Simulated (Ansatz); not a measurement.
Relaxation of a periodic cell of 17 atoms, K16Li (host K, host structure Im-3m, interstitial Li), to a largest force component of 0.08 eV/Å in at most 25 steps.

These are results of Ansatz 0.2.0, DFT LDA, scalar-relativistic, plane waves, PAW, not measurements. Settings: accuracy low, cutoff 420 eV, k mesh 1x1x1, fermi-dirac smearing 0.15 eV, no spin polarisation.

```xyz
17
Lattice="8.9520 0.0000 0.0000 0.0000 8.9520 0.0000 0.0000 0.0000 8.9520" Properties=species:S:1:pos:R:3:forces:R:3
K 0.000 0.000 0.000 0.03 0.00 0.03
K 4.476 0.000 0.000 -0.03 0.00 0.04
K 0.000 4.476 0.000 0.02 0.00 0.01
K 0.000 0.000 4.476 -0.98 0.03 0.57
K 2.238 2.238 2.238 0.02 0.94 -0.47
K 4.476 4.476 0.000 -0.02 0.00 0.01
K 4.476 0.000 4.476 0.87 0.03 0.48
K 6.714 2.238 2.238 0.00 -0.04 0.02
K 0.000 4.476 4.476 0.04 0.00 -0.02
K 2.238 6.714 2.238 0.03 -1.10 -0.58
K 2.238 2.238 6.714 0.00 -0.04 -0.04
K 4.476 4.476 4.476 -0.04 0.00 -0.02
K 6.714 6.714 2.238 0.00 0.04 0.02
K 6.714 2.238 6.714 0.00 -0.02 -0.01
K 2.238 6.714 6.714 0.00 0.03 -0.04
K 6.714 6.714 6.714 0.00 0.02 -0.01
Li 2.186 -0.066 3.294 0.07 0.11 0.01
```

**Question.** Where does it end, and by what steps?

**Answer.** It converged. The threshold is loose, so the end isn't yet a minimum. Limits of this set-up: coarse k mesh, low accuracy level. After 3 steps the energy has fallen by 0.897 eV; K10 moved furthest, 0.44 Å.

```json
{"step": "0", "energy less start (eV)": "0.0000", "largest force component (eV/Å)": "1.103", "accepted": "yes"}
{"step": "1", "energy less start (eV)": "-0.6170", "largest force component (eV/Å)": "0.556", "accepted": "yes"}
{"step": "2", "energy less start (eV)": "-0.8772", "largest force component (eV/Å)": "0.101", "accepted": "yes"}
{"step": "3", "energy less start (eV)": "-0.8969", "largest force component (eV/Å)": "0.012", "accepted": "yes"}
```

```xyz
17
Lattice="8.9520 0.0000 0.0000 0.0000 8.9520 0.0000 0.0000 0.0000 8.9520" Properties=species:S:1:pos:R:3
K 0.105 -0.002 0.178
K 4.366 -0.002 0.180
K 0.007 4.468 -0.198
K -0.382 0.001 4.655
K 2.238 2.613 2.072
K 4.467 4.468 -0.196
K 4.841 0.001 4.641
K 6.716 2.297 2.204
K -0.067 4.480 4.508
K 2.239 6.317 2.051
K 2.236 2.132 6.527
K 4.542 4.480 4.507
K 6.716 6.654 2.202
K 6.708 2.221 6.903
K 2.236 6.814 6.529
K 6.708 6.728 6.907
Li 2.222 -0.022 3.334
```

The run took 12 s on 1 thread of Arm Neoverse V1, on a shared host, peak memory 0.48 GiB.
